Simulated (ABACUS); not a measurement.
Input of an ABACUS 3.10.1 run:

INPUT

```
INPUT_PARAMETERS
suffix              AlSn
calculation         cell-relax
basis_type          lcao
pseudo_dir          ./
orbital_dir         ./
symmetry            1
dft_functional      pbe
ecutwfc             100
pseudo_rcut         7
nspin               1
nbands              13
ks_solver           genelpa
smearing_method     fd
smearing_sigma      0.00367493
scf_thr             1e-07
scf_nmax            100
mixing_type         broyden
mixing_beta         0.7
cal_force           1
cal_stress          1
out_mul             1
relax_nmax          60
force_thr_ev        0.02
relax_method        cg
out_stru            1
stress_thr          0.2
press1              200
press2              200
press3              200
```

STRU

```
ATOMIC_SPECIES
Sn 118.7100 Sn.upf
Al 26.9815 Al.upf

NUMERICAL_ORBITAL
Sn_confined-atom_8au_2s2p2d.orb
Al_confined-atom_8au_2s2p1d.orb

LATTICE_CONSTANT
1.8897261246

LATTICE_VECTORS
4.1981056157 0.0000000000 0.0000000000
-2.0990528078 3.6356661109 0.0000000000
0.0000000000 0.0000000000 3.3068470000

ATOMIC_POSITIONS
Direct

Sn
0.0
1
0.3333333333 0.6666666667 0.5000000000 1 1 1

Al
0.0
1
0.0000000000 0.0000000000 0.0000000000 1 1 1
```

The input KPT:

```
K_POINTS
0
Gamma
5 5 6 0 0 0
```

Potentials or basis: PseudoDojo NC SR 0.4.1 PBE standard, DZP LCAO (the cutoffs set its grid).

Command:

```sh
$ OMP_NUM_THREADS=1 mpirun -np 4 abacus > log
```

Problem. Estimate the space group after relaxing (to 0.05 Å).

Solution. P-6m2 (No. 187).

Problem. Predict the relaxed cell.

Solution. a = 3.847 Å, b = 3.847 Å, c = 3.130 Å, α = 90.00°, β = 90.00°, γ = 120.00°.

Problem. What does it give for the Mulliken charges?

Solution. Sn +0.14; Al -0.14 e.

Final structure:
```yaml
crystal:
  lattice:
    - [3.84703, 0.00000, 0.00000]
    - [-1.92351, 3.33162, 0.00000]
    - [0.00000, 0.00000, 3.13001]
  atoms:
    - { symbol: Sn, position: [0.33333, 0.66667, 0.50000] }
    - { symbol: Al, position: [0.00000, 0.00000, 0.00000] }
```

Caveat: the atomic orbitals were generated for these runs and aren't a published set.
